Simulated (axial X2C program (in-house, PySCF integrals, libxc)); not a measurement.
# GeH: bond curves with and without spin–orbit coupling

Aim: find the lowest determinant of GeH, scan the bond at several levels and fit the constants, once spin-free and once with spin–orbit coupling.

Method: all-electron X2C, Ge dyall-cv3z, H dyall-v3z; program: an in-house X2C program for linear molecules on PySCF integrals.

All values are calculated.

**1. The job**

task.json

```json
{
 "zs": [
  32,
  1
 ],
 "q": 0,
 "bas": [
  "dyall-cv3z",
  "dyall-v3z"
 ],
 "levels": [
  "PBE0",
  "HF",
  "r2SCAN0"
 ],
 "cc": true,
 "r0": 1.53,
 "thr": -2.0,
 "nmax": 90,
 "npts": 10,
 "nst": 2,
 "ntry": 6
}
```

Keys: zs atomic numbers; q charge; bas basis sets; levels methods (HF also brings MP2); cc coupled cluster on or off; r0 starting distance in Å; thr threshold in hartree for freezing inner shells (an s shell follows its p shell); nmax most natural virtual spinors; npts points asked for on the curve; nst determinants followed; ntry starts of the search.

The run is started by

```bash
python so2c.py task.json out
```

Spin-free means the one-electron spin-free X2C Hamiltonian; two-component (2c) means X2C with spin–orbit coupling and atomic mean-field two-electron Coulomb and Gaunt terms. Basis: Ge dyall-cv3z contracted to [9s9p7d4f1g], H dyall-v3z contracted to [6s2p1d]; Gaussian nuclei, density fitting. Masses: Ge 73.921 u, H 1.008 u.

Notation: σ, π±, δ± give the projection m of an orbital's angular momentum (0, ±1, ±2), α and β its spin, Λ and M_S the sums; ω is the projection of a spinor's total angular momentum and Ω the sum. Logs are in hartree.

The results follow Hamiltonian by Hamiltonian and level by level.

**2. State search with PBE0**

PBE0 moves the distance from 1.530 Å to 1.598 Å and compares determinants there.

Spin-free determinants:

| ΔE (eV) | state | open shells |
| --- | --- | --- |
| 0.00 | M_S = 1/2, Λ = 1 | beyond closed shells: π+α |
| 1.90 | M_S = 3/2, Λ = 0 | beyond closed shells: σα, π+α, π-α |
| 2.55 | M_S = 1/2, Λ = 0 | beyond closed shells: σβ, π+α, π-α |
| 3.13 | M_S = 1/2, Λ = 0 | beyond closed shells: σα, π+β, π-α |
| 3.13 | M_S = 1/2, Λ = 2 | beyond closed shells: σα, π+α, π+β |
| 4.42 | M_S = 1/2, Λ = 0 | beyond closed shells: σα |

Two-component determinants:

```json
{"ΔE (eV)": "0.00", "state": "Ω = 1/2", "open shells": "excess of +ω over −ω: ω = 1/2"}
{"ΔE (eV)": "0.12", "state": "Ω = 3/2", "open shells": "excess of +ω over −ω: ω = 3/2"}
{"ΔE (eV)": "2.61", "state": "Ω = 1/2", "open shells": "excess of +ω over −ω: 2 × ω = -1/2, ω = 3/2"}
{"ΔE (eV)": "3.19", "state": "Ω = 5/2", "open shells": "excess of +ω over −ω: 2 × ω = 1/2, ω = 3/2"}
{"ΔE (eV)": "3.30", "state": "Ω = 1/2", "open shells": "excess of +ω over −ω: ω = 1/2"}
```

**3. PBE0, spin-free**

State followed: M_S = 1/2, Λ = 1 (beyond closed shells: π+α). The scan is laid around 1.598 Å, a first estimate of the minimum, and this SCF restarts from the orbitals of the search.

Output at 1.598 Å:

```text
spin-free X2C-1e  PBE0
basis functions 125  fitting functions 710  grid points 5071
iter        total energy     max residual
   1      -2099.133406172     3.08e-05
   2      -2099.133406181     1.67e-05
   3      -2099.133406185     5.57e-06
   4      -2099.133406186     3.18e-06
converged
one-electron -2944.29594898  Coulomb 914.85279989  exact exchange -19.70521380  xc functional -60.58183351  nuclear repulsion 10.59679021
```

Along the bond, energies from the lowest point:

```csv
R (Å),E (eV),μ (D),HOMO (eV),LUMO (eV),iterations
1.390,0.3787,0.41,-5.26,-3.32,9
1.454,0.1631,0.23,-5.26,-3.33,9
1.502,0.0668,0.10,-5.27,-3.34,9
1.550,0.0150,-0.05,-5.28,-3.35,8
1.598,0.0000,-0.19,-5.30,-3.36,4
1.654,0.0197,-0.35,-5.32,-3.38,9
1.710,0.0713,-0.52,-5.34,-3.40,9
1.782,0.1732,-0.74,-5.37,-3.43,10
1.870,0.3368,-1.00,-5.42,-3.47,10
1.998,0.6222,-1.38,-5.49,-3.54,11
```

Dipoles are positive if H is the positive end.

Outer orbitals at the reference distance:

| symmetry | occupied | ε (eV) | atomic character |
| --- | --- | --- | --- |
| δ+α | yes | -32.98 | 100% Ge d |
| δ-α | yes | -32.94 | 100% Ge d |
| δ-β | yes | -32.85 | 100% Ge d |
| δ+β | yes | -32.85 | 100% Ge d |
| π+α | yes | -32.78 | 100% Ge d |
| π-α | yes | -32.76 | 100% Ge d |
| σα | yes | -32.75 | 100% Ge d |
| π+β | yes | -32.71 | 100% Ge d |
| π-β | yes | -32.71 | 100% Ge d |
| σβ | yes | -32.71 | 100% Ge d |
| σα | yes | -14.33 | 68% Ge s, 26% H s, 4% H p |
| σβ | yes | -13.46 | 64% Ge s, 30% H s, 4% H p |
| σα | yes | -7.83 | 52% Ge p, 30% H s, 14% Ge s |
| σβ | yes | -7.53 | 51% Ge p, 28% H s, 18% Ge s |
| π+α | yes | -5.30 | 96% Ge p, 3% H p |
| π-α | no | -3.36 | 96% Ge p, 3% H p |
| π-β | no | -2.38 | 96% Ge p, 3% H p |
| π+β | no | -2.38 | 96% Ge p, 3% H p |
| σα | no | 0.73 | 36% H s, 25% Ge p, 16% Ge d |

PBE0 fields in the half plane through the axis: z from -2.4 to 3.9 Å across, distance from the axis 0.15 to 2.25 Å upwards; Ge lies at z = 0 and H at z = 1.598 Å; the ELF is damped to zero where the density is low.

log10 density (e/bohr³). Ten even steps from '0' (-5.37 ) to '9' (1.38 ):
```
1222333333332222111000
2223334444333332221100
2233444444444333322110
2334445555444443332211
2344455555555544433211
3344556666655555433221
3345566787666665443221
3345567999766665543321
```

ELF. Ten even steps from ' ' (0.00 ) to '@' (1.00 ):
```
        ..--------::..                      
      ::==++****++--::..                    
    ::==**######**==--............          
  ..==**##%%%%##**++--::--==++**++::        
  --**##%%%%##++==----==**%%@@@@%%##::      
..==##%%%%##==::....::++%%@@@@@@@@@@**..    
..++##%%%%**::==**==..++@@@@@@@@@@@@%%::    
::++%%%%%%==::##::##::==@@@@@@@@@@@@%%--    
```

Re = 1.597 Å, ωe = 1886 cm⁻¹, ωexe = 29 cm⁻¹, Be = 6.651 cm⁻¹, De = 2.80 eV, μ = -0.18 D.

**4. HF, spin-free**

The SCF at the reference distance of 1.598 Å:

```text
spin-free X2C-1e  HF
basis functions 125  fitting functions 710  grid points 5071
iter        total energy     max residual
   1      -2097.667214085     1.89e-01
   2      -2097.685938590     8.95e-03
   3      -2097.686545589     7.92e-03
   4      -2097.686745965     1.06e-03
   5      -2097.686768576     4.65e-04
   6      -2097.686772942     2.03e-04
   7      -2097.686774122     9.55e-05
   8      -2097.686774528     5.23e-05
   9      -2097.686774662     2.68e-05
  10      -2097.686774692     6.47e-06
  11      -2097.686774693     8.28e-07
converged
one-electron -2944.53900483  Coulomb 915.18153707  exact exchange -78.92609714  xc functional 0.00000000  nuclear repulsion 10.59679021
```

Re = 1.584 Å, ωe = 1981 cm⁻¹, ωexe = 29.1 cm⁻¹, Be = 6.761 cm⁻¹, De = 1.90 eV, μ = -0.04 D.

**5. r2SCAN0, spin-free**

Output at 1.598 Å:

```text
spin-free X2C-1e  r2SCAN0
basis functions 125  fitting functions 710  grid points 5071
iter        total energy     max residual
   1      -2099.335360732     4.16e-02
   2      -2099.336695641     4.24e-03
   3      -2099.336672016     5.46e-03
   4      -2099.336766066     3.05e-04
   5      -2099.336767071     8.04e-05
   6      -2099.336767243     4.40e-05
   7      -2099.336767284     1.47e-05
   8      -2099.336767295     6.60e-06
   9      -2099.336767297     1.71e-06
converged
one-electron -2944.53928382  Coulomb 915.12271679  exact exchange -19.71333569  xc functional -60.80365478  nuclear repulsion 10.59679021
```

Re = 1.585 Å, ωe = 1930 cm⁻¹, ωexe = 29.4 cm⁻¹, Be = 6.751 cm⁻¹, De = 2.76 eV, μ = -0.12 D.

**6. MP2 and beyond, spin-free**

Correlated methods: 15 electrons correlated (frozen shells, counted by type: Ge 3 s, 2 p; H none), 167 virtual spinors in MP2, 90 natural virtuals in coupled cluster.

Output of the correlated part at 1.598 Å:

```text
correlated 15  virtual 167  natural virtual 90  E(MP2) -0.480166280  MP2 remainder -0.031589619
iter   CCSD correlation   residual
   1     -0.424874145   1.14e-01
   2     -0.438085747   4.22e-02
   3     -0.438543081   1.74e-02
   4     -0.438490604   4.67e-03
   5     -0.438563788   1.32e-03
   6     -0.438551641   3.84e-04
   7     -0.438549656   1.15e-04
   8     -0.438551230   4.15e-05
   9     -0.438550301   1.32e-05
  10     -0.438550572   3.31e-06
  11     -0.438550430   1.08e-06
  12     -0.438550464   4.31e-07
  13     -0.438550462   1.68e-07
(T) -0.009644773  T1 0.0178  D1 0.0441  max T2 0.091
```

T1 in the output is the amplitude norm over the root of the electron number; divide by √2 for the Lee–Taylor value.

MP2: Re = 1.570 Å, ωe = 1969 cm⁻¹, Be = 6.874 cm⁻¹, De = 2.69 eV.

CCSD: Re = 1.583 Å, ωe = 1908 cm⁻¹, ωexe = 27.8 cm⁻¹, Be = 6.762 cm⁻¹, De = 2.89 eV. T1 at Re = 0.013 (Lee–Taylor, the printed value over √2).

CCSD(T): Re = 1.586 Å, ωe = 1887 cm⁻¹, ωexe = 25.4 cm⁻¹, Be = 6.739 cm⁻¹, De = 2.91 eV. T1 at Re = 0.013 (Lee–Taylor, the printed value over √2).

**7. A higher determinant, spin-free**

State: M_S = 3/2, Λ = 0 (beyond closed shells: σα, π+α, π-α).

Output at the reference distance:

```text
spin-free X2C-1e  PBE0
basis functions 125  fitting functions 710  grid points 5071
iter        total energy     max residual
   1      -2099.063544078     9.69e-06
   2      -2099.063544080     9.42e-06
converged
one-electron -2944.04266870  Coulomb 914.67894424  exact exchange -19.71287190  xc functional -60.58373792  nuclear repulsion 10.59679021
```

```csv
R (Å),E above the lowest PBE0 point (eV)
1.390,2.160
1.454,1.997
1.502,1.931
1.550,1.902
1.598,1.901
1.654,1.926
1.710,1.970
1.782,2.042
1.870,2.140
```

Re = 1.575 Å, ωe = 1689 cm⁻¹, ωexe = 87.6 cm⁻¹, Be = 6.832 cm⁻¹, μ = 0.27 D. Te = 1.90 eV.

**8. The spin-free curves together**

Energy (eV) of the followed determinant, spin-free, from each level's lowest point:

```csv
R (Å),PBE0,HF,MP2,CCSD,CCSD(T),r2SCAN0
1.390,0.379,0.357,0.301,n/a,n/a,0.345
1.454,0.163,0.144,0.111,0.134,0.138,0.140
1.502,0.067,0.052,0.034,0.048,0.051,0.051
1.550,0.015,0.007,0.000,0.006,0.008,0.007
1.598,0.000,0.000,0.002,0.000,0.000,0.000
1.654,0.020,0.031,0.041,0.028,0.026,0.028
1.710,0.071,0.095,0.110,0.088,0.083,0.088
1.782,0.173,0.214,0.233,0.197,0.189,0.201
1.870,0.337,0.400,0.420,n/a,n/a,0.376
1.998,0.622,0.718,0.736,n/a,n/a,0.678
```

**9. PBE0, 2c**

State followed: Ω = 1/2 (excess of +ω over −ω: ω = 1/2). The scan is laid around 1.598 Å, a first estimate of the minimum, and this SCF restarts from the orbitals of the search.

Output at 1.598 Å:

```text
two-component X2C + atomic mean field  PBE0
basis functions 125  fitting functions 710  grid points 5071
iter        total energy     max residual
   1      -2098.464186342     2.12e-05
   2      -2098.464186362     2.26e-05
   3      -2098.464186368     6.31e-06
   4      -2098.464186369     3.05e-06
converged
one-electron -2942.60964840  Coulomb 914.52790017  exact exchange -19.69801897  xc functional -60.55984344  nuclear repulsion 10.59679021  atomic mean-field constant -0.72136594
```

Along the bond, energies from the lowest point:

```csv
R (Å),E (eV),μ (D),HOMO (eV),LUMO (eV),iterations
1.390,0.3805,0.41,-5.30,-3.25,9
1.454,0.1644,0.23,-5.31,-3.26,9
1.502,0.0676,0.09,-5.32,-3.27,9
1.550,0.0155,-0.05,-5.33,-3.28,8
1.598,0.0000,-0.19,-5.34,-3.29,4
1.654,0.0191,-0.36,-5.36,-3.31,9
1.710,0.0702,-0.53,-5.38,-3.33,9
1.782,0.1715,-0.74,-5.42,-3.36,10
1.870,0.3343,-1.01,-5.46,-3.40,10
1.998,0.6184,-1.39,-5.54,-3.47,11
```

Dipoles are positive if H is the positive end.

Outer spinors at the reference distance:

```csv
ω,occupied,ε (eV),atomic character,λ mixture
3/2,yes,-33.25,100% Ge d,"90% δ, 10% π"
-3/2,yes,-33.14,100% Ge d,"84% δ, 16% π"
1/2,yes,-33.06,100% Ge d,"66% π, 34% σ"
-1/2,yes,-33.03,100% Ge d,"57% π, 43% σ"
-5/2,yes,-32.70,100% Ge d,100% δ
5/2,yes,-32.61,100% Ge d,100% δ
-3/2,yes,-32.54,100% Ge d,"84% π, 16% δ"
3/2,yes,-32.51,100% Ge d,"90% π, 10% δ"
1/2,yes,-32.50,100% Ge d,"66% σ, 34% π"
-1/2,yes,-32.49,100% Ge d,"57% σ, 43% π"
-1/2,yes,-14.31,"68% Ge s, 26% H s, 4% H p",100% σ
1/2,yes,-13.44,"64% Ge s, 30% H s, 4% H p",100% σ
-1/2,yes,-7.81,"52% Ge p, 30% H s, 14% Ge s",100% σ
1/2,yes,-7.51,"51% Ge p, 28% H s, 18% Ge s",100% σ
1/2,yes,-5.34,"96% Ge p, 3% H p",100% π
-3/2,no,-3.29,"96% Ge p, 3% H p",100% π
-1/2,no,-2.41,"96% Ge p, 3% H p",100% π
3/2,no,-2.31,"96% Ge p, 3% H p",100% π
-1/2,no,0.74,"36% H s, 25% Ge p, 16% Ge d",100% σ
```

PBE0 fields in the half plane through the axis: z from -2.4 to 3.9 Å across, distance from the axis 0.15 to 2.25 Å upwards; Ge lies at z = 0 and H at z = 1.598 Å; the ELF is damped to zero where the density is low.

log10 density (e/bohr³). Ten even steps from '0' (-5.37 ) to '9' (1.38 ):
```
1222333333332222111000
2223334444333332221100
2233444444444333322110
2334445555444443332211
2344455555555544433211
3344556666655555433221
3345566787666665443221
3345567999766665543321
```

ELF. Ten even steps from ' ' (0.00 ) to '@' (1.00 ):
```
        ..--------::..                      
      ::==++****++--::..                    
    ::==**######**==--......::....          
  ..==**##%%%%##**++--::--==++**++::        
  --**##%%%%##++==----==**%%@@@@%%##::      
..==##%%%%##==::....::++%%@@@@@@@@@@**..    
..++##%%%%**::==**==..++@@@@@@@@@@@@%%::    
::++%%%%%%==::##::##::==@@@@@@@@@@@@%%--    
```

Re = 1.597 Å, ωe = 1883 cm⁻¹, ωexe = 29.1 cm⁻¹, Be = 6.645 cm⁻¹, De = 2.85 eV, μ = -0.19 D.

**10. HF, 2c**

The SCF at the reference distance of 1.598 Å:

```text
two-component X2C + atomic mean field  HF
basis functions 125  fitting functions 710  grid points 5071
iter        total energy     max residual
   1      -2096.998399833     1.89e-01
   2      -2097.017110456     9.04e-03
   3      -2097.017718362     7.91e-03
   4      -2097.017918482     1.06e-03
   5      -2097.017941249     4.68e-04
   6      -2097.017945673     2.05e-04
   7      -2097.017946876     9.58e-05
   8      -2097.017947289     5.27e-05
   9      -2097.017947425     2.68e-05
  10      -2097.017947454     6.49e-06
  11      -2097.017947455     8.32e-07
converged
one-electron -2942.85154365  Coulomb 914.85540256  exact exchange -78.89723063  xc functional 0.00000000  nuclear repulsion 10.59679021  atomic mean-field constant -0.72136594
```

Re = 1.584 Å, ωe = 1977 cm⁻¹, ωexe = 29.1 cm⁻¹, Be = 6.755 cm⁻¹, De = 1.93 eV, μ = -0.05 D.

**11. r2SCAN0, 2c**

Output at 1.598 Å:

```text
two-component X2C + atomic mean field  r2SCAN0
basis functions 125  fitting functions 710  grid points 5071
iter        total energy     max residual
   1      -2098.665811608     4.17e-02
   2      -2098.667146774     4.24e-03
   3      -2098.667123222     5.45e-03
   4      -2098.667217074     3.05e-04
   5      -2098.667218085     8.06e-05
   6      -2098.667218260     4.41e-05
   7      -2098.667218302     1.47e-05
   8      -2098.667218313     6.67e-06
   9      -2098.667218315     1.70e-06
converged
one-electron -2942.85223337  Coulomb 914.79702843  exact exchange -19.70612810  xc functional -60.78130953  nuclear repulsion 10.59679021  atomic mean-field constant -0.72136594
```

Re = 1.585 Å, ωe = 1927 cm⁻¹, ωexe = 29.4 cm⁻¹, Be = 6.745 cm⁻¹, De = 2.81 eV, μ = -0.13 D.

**12. MP2 and beyond, 2c**

Correlated methods: 15 electrons correlated (frozen shells, counted by type: Ge 3 s, 2 p; H none), 167 virtual spinors in MP2, 90 natural virtuals in coupled cluster.

Output of the correlated part at 1.598 Å:

```text
correlated 15  virtual 167  natural virtual 90  E(MP2) -0.480066369  MP2 remainder -0.031590129
iter   CCSD correlation   residual
   1     -0.424787173   1.14e-01
   2     -0.437963603   4.20e-02
   3     -0.438416510   1.73e-02
   4     -0.438363774   4.60e-03
   5     -0.438436112   1.31e-03
   6     -0.438424320   4.00e-04
   7     -0.438422298   1.52e-04
   8     -0.438424412   8.41e-05
   9     -0.438422659   4.99e-05
  10     -0.438423533   2.71e-05
  11     -0.438422921   9.65e-06
  12     -0.438423292   3.01e-06
  13     -0.438423275   1.04e-06
(T) -0.009617430  T1 0.0178  D1 0.0442  max T2 0.091
```

MP2: Re = 1.571 Å, ωe = 1965 cm⁻¹, Be = 6.868 cm⁻¹, De = 2.76 eV.

CCSD: Re = 1.584 Å, ωe = 1904 cm⁻¹, ωexe = 27.9 cm⁻¹, Be = 6.755 cm⁻¹, De = 2.93 eV. T1 at Re = 0.013 (Lee–Taylor, the printed value over √2).

CCSD(T): Re = 1.587 Å, ωe = 1884 cm⁻¹, ωexe = 25.5 cm⁻¹, Be = 6.732 cm⁻¹, De = 2.95 eV. T1 at Re = 0.013 (Lee–Taylor, the printed value over √2).

**13. A higher determinant, 2c**

State: Ω = 3/2 (excess of +ω over −ω: ω = 3/2).

Output at the reference distance:

```text
two-component X2C + atomic mean field  PBE0
basis functions 125  fitting functions 710  grid points 5071
iter        total energy     max residual
   1      -2098.459879865     2.12e-05
   2      -2098.459879887     1.26e-05
   3      -2098.459879892     8.36e-06
   4      -2098.459879896     4.54e-06
   5      -2098.459879897     3.65e-07
converged
one-electron -2942.52717256  Coulomb 914.44736395  exact exchange -19.69749539  xc functional -60.55800017  nuclear repulsion 10.59679021  atomic mean-field constant -0.72136594
```

```csv
R (Å),E above the lowest PBE0 point (eV)
1.390,0.497
1.454,0.281
1.502,0.184
1.550,0.132
1.598,0.117
1.654,0.137
1.710,0.188
1.782,0.290
1.870,0.454
```

Re = 1.597 Å, ωe = 1887 cm⁻¹, ωexe = 29 cm⁻¹, Be = 6.65 cm⁻¹, μ = -0.18 D. Te = 0.12 eV.

**14. The 2c curves together**

Energy (eV) of the followed determinant, 2c, from each level's lowest point:

```csv
R (Å),PBE0,HF,MP2,CCSD,CCSD(T),r2SCAN0
1.390,0.381,0.359,0.303,n/a,n/a,0.347
1.454,0.164,0.145,0.112,0.136,0.140,0.141
1.502,0.068,0.053,0.034,0.049,0.052,0.052
1.550,0.015,0.007,0.000,0.007,0.008,0.008
1.598,0.000,0.000,0.002,0.000,0.000,0.000
1.654,0.019,0.030,0.040,0.028,0.026,0.028
1.710,0.070,0.093,0.108,0.087,0.082,0.087
1.782,0.171,0.212,0.231,0.195,0.187,0.199
1.870,0.334,0.397,0.416,n/a,n/a,0.374
1.998,0.618,0.713,0.732,n/a,n/a,0.674
```

Time for the job: 2.6 min (1 thread of Arm Neoverse V2, shared host).

**15. Constants**

Lowest determinant that the search found at its distance, spin-free: M_S = 1/2, Λ = 1 (beyond closed shells: π+α).

Lowest determinant that the search found at its distance, 2c: Ω = 1/2 (excess of +ω over −ω: ω = 1/2).

```csv
Hamiltonian,level,Re (Å),ωe (cm⁻¹),De (eV),μ (D)
spin-free,PBE0,1.597,1886,2.80,-0.18
spin-free,HF,1.584,1981,1.90,-0.04
spin-free,MP2,1.570,1969,2.69,n/a
spin-free,CCSD,1.583,1908,2.89,n/a
spin-free,CCSD(T),1.586,1887,2.91,n/a
spin-free,r2SCAN0,1.585,1930,2.76,-0.12
2c,PBE0,1.597,1883,2.85,-0.19
2c,HF,1.584,1977,1.93,-0.05
2c,MP2,1.571,1965,2.76,n/a
2c,CCSD,1.584,1904,2.93,n/a
2c,CCSD(T),1.587,1884,2.95,n/a
2c,r2SCAN0,1.585,1927,2.81,-0.13
```

Dipoles are positive if H is the positive end.

Time per point (s) on 1 thread of Arm Neoverse V2, shared host (2c runs; CCSD comes with the CCSD(T) run); the times are rough: PBE0 0.24, HF 0.15, MP2 0.3, CCSD(T) 7, r2SCAN0 0.41.

**Reading.** At CCSD(T), going from spin-free to two-component changes Re by +1 mÅ, ωe by -0.2 %; the spin-free picture holds up (part of it comes from the scalar share of the two-electron terms). De moves by +0.04 eV; both De rest on single-determinant atoms, which can miss part of an open shell's spin–orbit lowering.

De refers to Ge + H, each in the lowest determinant found, which need not be this curve's own limit. Each curve is one determinant whose occupation by symmetry is held fixed; it was picked as the lowest of a PBE0 search that is not exhaustive. Dissociation energies refer to the lowest single-determinant-based atoms at the same level and basis. Density functionals use the spin component along the axis (collinear). CCSD and (T) use frozen natural virtuals with an MP2 correction for the truncation. The meta-GGAs lack a current-density term, which matters for open shells with orbital currents, atoms included.
